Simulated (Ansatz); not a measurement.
**GaH₅O₃Si: up Jacob's ladder to CCSD(T)**

Aim: compute GaH₅O₃Si with functionals from several rungs and with coupled cluster, and see how far each lands from CCSD(T) at the basis-set limit for the atomisation energy.

Computed with Ansatz 0.2.0, Gaussian basis. Level: functionals in def2-TZVPP, the program's frozen cores in correlated methods.

The runs, in order: LDA (SPW92), PBE-D4, revPBE-D4, BLYP-D4, r2SCAN-D4, B97M-V, PBE0-D4, B3LYP-D4, r2SCANh-D4, r2SCAN0-D4, HSE06-D4, BHLYP-D4, CAM-B3LYP-D4, LC-ωPBE, ωB97X-V, ωB97M-V, B2PLYP, PBE-QIDH; CCSD(T)/def2-SVP; CCSD(T)/def2-TZVPP; MP2/def2-QZVPP; extrapolation to the limit; RPA on PBE.

## Step 1: The geometry

The geometry comes from an earlier relaxation with PBE0-D4 in a triple-zeta def2 set; it is a stationary point, not always the lowest conformer.

SMILES `[OH][Ga]([OH])[O][SiH3]`, 10 atoms, charge 0, spin multiplicity 1.

Atoms are counted from 1 here; the program's logs count them from 0.

Bond lengths: O1–Ga2 1.768 Å, O1–H6 0.960 Å, Ga2–O3 1.765 Å, Ga2–O4 1.779 Å, O3–H7 0.960 Å, O4–Si5 1.632 Å, Si5–H8 1.486 Å, Si5–H9 1.494 Å, Si5–H10 1.486 Å. Angles: Ga2–O1–H6 113.0°, O1–Ga2–O3 119.7°, O1–Ga2–O4 121.6°, O3–Ga2–O4 118.7°, Ga2–O3–H7 112.4°, Ga2–O4–Si5 136.7°, O4–Si5–H8 110.2°, O4–Si5–H9 110.7°, O4–Si5–H10 110.1°, H8–Si5–H9 108.3°, H8–Si5–H10 109.2°, H9–Si5–H10 108.3°.

Coordinates:

```mol
GaH5O3Si
  3D, bonds by distance, orders not assigned

 10  9  0  0  0  0  0  0  0  0999 V2000
   -1.6089   -1.6694    0.4730 O   0  0
    0.0255   -1.3488   -0.1203 Ga  0  0
    1.0537   -2.6925   -0.6212 O   0  0
    0.6715    0.3052   -0.2258 O   0  0
    0.1360    1.8121    0.0969 Si  0  0
   -2.0815   -0.8705    0.7190 H   0  0
    1.9168   -2.4004   -0.9241 H   0  0
    0.1484    2.6356   -1.1399 H   0  0
   -1.2627    1.7746    0.6221 H   0  0
    1.0011    2.4542    1.1203 H   0  0
  1  2  8  0
  2  3  8  0
  2  4  8  0
  4  5  8  0
  1  6  8  0
  3  7  8  0
  5  8  8  0
  5  9  8  0
  5 10  8  0
M  END
```

## Step 2: LDA

This LDA is Slater exchange with PW92 correlation.

File in.yaml:

```yaml
crystal:
  periodic: [false, false, false]
  atoms:
    - {symbol: O, position_ang: [-1.608851, -1.669449, 0.473016]}
    - {symbol: Ga, position_ang: [0.025480, -1.348846, -0.120284]}
    - {symbol: O, position_ang: [1.053717, -2.692454, -0.621203]}
    - {symbol: O, position_ang: [0.671499, 0.305165, -0.225793]}
    - {symbol: Si, position_ang: [0.135993, 1.812124, 0.096903]}
    - {symbol: H, position_ang: [-2.081521, -0.870544, 0.718985]}
    - {symbol: H, position_ang: [1.916823, -2.400412, -0.924095]}
    - {symbol: H, position_ang: [0.148437, 2.635598, -1.139944]}
    - {symbol: H, position_ang: [-1.262693, 1.774600, 0.622055]}
    - {symbol: H, position_ang: [1.001115, 2.454207, 1.120340]}
basis:
  gaussian: {orbitals: def2-TZVPP}
hamiltonian: {xc: lda}
output: {orbitals: {seedname: orbitals}}
```

Started as:

```bash
> ansatz run in.yaml --threads 4 --pin off --events-out ev --progress --plain --max-ram 10444MiB
```

Further steps of the session: PBE-D4 (GGA); revPBE-D4 (GGA); BLYP-D4 (GGA); r2SCAN-D4 (meta-GGA); B97M-V (meta-GGA); PBE0-D4 (hybrid); B3LYP-D4 (hybrid); r2SCANh-D4 (hybrid); r2SCAN0-D4 (hybrid); HSE06-D4 (hybrid); BHLYP-D4 (hybrid); CAM-B3LYP-D4 (range-separated); LC-ωPBE (range-separated); ωB97X-V (range-separated); ωB97M-V (range-separated); B2PLYP (double hybrid); PBE-QIDH (double hybrid); CCSD(T) in def2-SVP; CCSD(T) in def2-TZVPP; MP2 in def2-QZVPP; RPA on PBE orbitals.

Before running them: what should the planned runs give, taken together? Wanted: atomisation energy, CCSD(T)/CBS; farthest beyond LDA; mean size of error, GGA; mean size of error, meta-GGA; mean size of error, hybrid; mean size of error, range-separated; mean size of error, double hybrid; gap, smallest and largest; T1 diagnostic.

**Answer**, as computed:

```
                               quantity                                      value
        atomisation energy, CCSD(T)/CBS                              3501.1 kJ/mol
 functionals within 35.0 kJ/mol (1.0 %)   PBE-D4, r2SCAN-D4, CAM-B3LYP-D4, ωB97X-V
                    farthest beyond LDA                   BHLYP-D4 (-189.9 kJ/mol)
                mean size of error, GGA                                72.2 kJ/mol
           mean size of error, meta-GGA                                39.6 kJ/mol
             mean size of error, hybrid                               108.7 kJ/mol
    mean size of error, range-separated                                38.5 kJ/mol
      mean size of error, double hybrid                                79.0 kJ/mol
              gap, smallest and largest  5.00 eV (LDA (SPW92)), 12.69 eV (LC-ωPBE)
                          T1 diagnostic                                     0.0140
triples share of the correlation energy                                      3.6 %
```

In words: LDA overbinds by 472.0 kJ/mol (13 %). PBE-D4 misses by -24.4 kJ/mol. Double hybrids carry the basis error of their MP2 part in triple zeta, and no dispersion term here, so their miss is partly the set-up's. By mean error the best rung here is range-separated (38.5 kJ/mol) and the worst beyond LDA is hybrid (108.7 kJ/mol). The gap between the best rungs is small, so their order is not settled. The mean of the hybrids holds BHLYP, with half exact exchange. Misses under about 35.0 kJ/mol are within the doubt on the reference itself, which lacks core-valence correlation, relativity and higher excitations, and its outer-core shells are covered unevenly. Hartree-Fock recovers 69 % of the binding; the rest is correlation. CCSD(T) in def2-SVP is off by -280.9 kJ/mol, worse than the median functional, from the basis alone. Orbital gaps span 5.0 to 12.7 eV; exact exchange widens them. Correlated methods include outer-core shells of Ga, which these sets cover unevenly.
